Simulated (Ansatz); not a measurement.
# ZnGe3: the cost of one run

Computed with Ansatz 0.2.0 (DFT PBE, scalar-relativistic, plane waves, PAW, unless a step's input says otherwise).

## (1) The starting structure

It takes space group P-6m2 (No. 187, hexagonal). Conventional cell: a = 3.247 Å, b = 3.247 Å, c = 8.382 Å, α = 90.00°, β = 90.00°, γ = 120.00°. Zn (site symmetry -6m2) is surrounded by 6 Ge at 2.87 Å and 6 Zn at 3.25 Å. Around Ge (site symmetry 3m) lie 3 Ge at 2.76 Å and 3 Zn at 2.87 Å. Around Ge (site symmetry -6m2) lie 6 Ge at 2.76 Å.

As a file:

```cif
data_structure
_symmetry_space_group_name_H-M 'P 1'
_symmetry_Int_Tables_number 1
_cell_length_a 3.2470
_cell_length_b 3.2470
_cell_length_c 8.3819
_cell_angle_alpha 90.000
_cell_angle_beta 90.000
_cell_angle_gamma 120.000
_cell_volume 76.53
loop_
_atom_site_label
_atom_site_type_symbol
_atom_site_fract_x
_atom_site_fract_y
_atom_site_fract_z
_atom_site_occupancy
Zn1 Zn 0.00000 0.00000 0.00000 1
Ge1 Ge 0.33333 0.66667 0.25866 1
Ge2 Ge 0.00000 0.00000 0.50000 1
Ge3 Ge 0.33333 0.66667 0.74134 1
```

Recipe of the guess: close-packed layers stacked ABAB|A (P-6m2, No. 187). The dimensions are guesses.

## (2) A first look at the guess

input.yaml reads:

```yaml
crystal:
  lattice:
    - [3.24702621, 0.0, 0.0]
    - [-1.62351311, 2.81200719, 0.0]
    - [0.0, 0.0, 8.38188746]
  atoms:
    - { symbol: Zn, position: [0.0, 0.0, 0.0] }
    - { symbol: Ge, position: [0.33333333, 0.66666667, 0.25865815] }
    - { symbol: Ge, position: [0.0, 0.0, 0.5] }
    - { symbol: Ge, position: [0.33333333, 0.66666667, 0.74134185] }
basis:
  ecutwfc: 420
kpoints:
  mp_grid: { grid: [6, 6, 2] }
hamiltonian:
  xc: pbe
scf:
  occupations: { method: gaussian, width: 0.1 }
  lower_state_search: "off"
output:
  forces: true
  stress: true
  eigenvalues: true
```

On the command line:

```console
$ ansatz run input.yaml --threads 1 --pin off --max-ram 2560MiB --backend cpu --events-out ev --progress --plain --runs-dir out
```

**Question.** How long does this run take on 1 thread of Intel Xeon at 2.70GHz, shared host, and how much memory does it need?

About 3.1 s, with a peak of 0.34 GiB.
